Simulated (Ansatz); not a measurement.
# C₂H₇AlN₂Si: up Jacob's ladder to CCSD(T)

Aim: compute C₂H₇AlN₂Si with functionals from several rungs and with coupled cluster. The yardstick is the atomisation energy at the CCSD(T) limit.

Program: Ansatz 0.2.0, Gaussian basis. Level of theory: functionals in def2-TZVPP, the program's frozen cores in correlated methods. These are calculated values, not measurements.

Plan: PBE-D4, r2SCAN-D4, PBE0-D4, B3LYP-D4, ωB97X-V, ωB97M-V, B2PLYP; CCSD(T)/def2-TZVPP; MP2/def2-QZVPP; extrapolation to the limit.

## Step 1: Structure used throughout

All runs share one geometry, relaxed beforehand with PBE0-D4 in a triple-zeta def2 set.

13 atoms, charge 0, spin multiplicity 1.

Atoms are counted from 1 here; the program's logs count them from 0.

Bond lengths: C1–C2 1.327 Å, C1–H7 1.086 Å, C1–H8 1.082 Å, C2–N3 1.414 Å, C2–Si4 1.845 Å, N3–Al6 1.902 Å, N3–H9 1.014 Å, Si4–N5 1.695 Å, Si4–Al6 2.485 Å, N5–H10 1.006 Å, N5–H11 1.008 Å, Al6–H12 1.584 Å, Al6–H13 1.588 Å. Angles: C2–C1–H7 122.0°, C2–C1–H8 120.4°, H7–C1–H8 117.6°, C1–C2–N3 130.1°, C1–C2–Si4 147.8°, N3–C2–Si4 80.6°, C2–N3–Al6 121.6°, C2–N3–H9 115.2°, Al6–N3–H9 122.7°, C2–Si4–N5 109.9°, C2–Si4–Al6 82.8°, N5–Si4–Al6 139.2°, Si4–N5–H10 122.7°, Si4–N5–H11 123.8°, H10–N5–H11 113.3°, N3–Al6–Si4 56.3°, N3–Al6–H12 118.2°, N3–Al6–H13 110.6° and more.

Geometry (Å):

```xyz
13
C2H7AlN2Si
C    -0.2881   -2.2078   -0.1947
C    -0.2906   -0.8960    0.0024
N     0.2782   -0.1298    1.0458
Si   -0.5010    0.7909   -0.7150
N     0.4939    0.9667   -2.0758
Al   -0.5499    1.4621    1.6774
H     0.1148   -2.8995    0.5396
H    -0.7000   -2.6254   -1.1044
H     1.2035   -0.4206    1.3407
H     0.7317    1.8650   -2.4625
H     0.9699    0.2003   -2.5243
H    -1.9868    1.3484    2.3352
H     0.5447    2.5110    2.1503
```

## Step 2: PBE-D4 (GGA)

Input file in.yaml:

```yaml
crystal:
  periodic: [false, false, false]
  atoms:
    - {symbol: C, position_ang: [-0.288071, -2.207841, -0.194651]}
    - {symbol: C, position_ang: [-0.290644, -0.895983, 0.002428]}
    - {symbol: N, position_ang: [0.278248, -0.129850, 1.045773]}
    - {symbol: Si, position_ang: [-0.500962, 0.790923, -0.714996]}
    - {symbol: N, position_ang: [0.493883, 0.966716, -2.075753]}
    - {symbol: Al, position_ang: [-0.549924, 1.462056, 1.677370]}
    - {symbol: H, position_ang: [0.114803, -2.899472, 0.539589]}
    - {symbol: H, position_ang: [-0.700044, -2.625411, -1.104430]}
    - {symbol: H, position_ang: [1.203537, -0.420560, 1.340716]}
    - {symbol: H, position_ang: [0.731693, 1.864963, -2.462548]}
    - {symbol: H, position_ang: [0.969946, 0.200275, -2.524293]}
    - {symbol: H, position_ang: [-1.986751, 1.348353, 2.335203]}
    - {symbol: H, position_ang: [0.544684, 2.511032, 2.150290]}
basis:
  gaussian: {orbitals: def2-TZVPP}
hamiltonian: {xc: pbe, dispersion: d4}
output: {forces: true, orbitals: {seedname: orbitals}}
```

The run is started by

```sh
ansatz run in.yaml --threads 4 --pin off --events-out ev --progress --plain --max-ram 10444MiB
```

After this run come: r2SCAN-D4 (meta-GGA); PBE0-D4 (hybrid); B3LYP-D4 (hybrid); ωB97X-V (range-separated); ωB97M-V (range-separated); B2PLYP (double hybrid); CCSD(T) in def2-TZVPP; MP2 in def2-QZVPP.

**Question.** What will the summary of the whole plan be? Wanted: atomisation energy, CCSD(T)/CBS; farthest; mean size of error, hybrid; mean size of error, range-separated; gap, smallest and largest; T1 diagnostic; triples share of the correlation energy.

The runs gave:

| quantity | value |
| --- | --- |
| atomisation energy, CCSD(T)/CBS | 4664.2 kJ/mol |
| functionals within 23.3 kJ/mol (0.5 %) | r2SCAN-D4, PBE0-D4, B3LYP-D4 |
| farthest | PBE-D4 (+128.8 kJ/mol) |
| mean size of error, hybrid | 21.6 kJ/mol |
| mean size of error, range-separated | 30.9 kJ/mol |
| gap, smallest and largest | 3.61 eV (PBE-D4), 9.62 eV (ωB97X-V) |
| T1 diagnostic | 0.0141 |
| triples share of the correlation energy | 4.5 % |

What this shows: PBE-D4 misses by +128.8 kJ/mol. Double hybrids carry the basis error of their MP2 part in triple zeta, and no dispersion term here, so their miss is partly the set-up's. The reference freezes the cores and leaves out relativity and excitations past (T), so misses under about 23.3 kJ/mol can't be ranked. Hartree-Fock recovers 69 % of the binding; the rest is correlation. The gap grows from 3.6 to 9.6 eV across the functionals, mostly with the share of exact exchange.
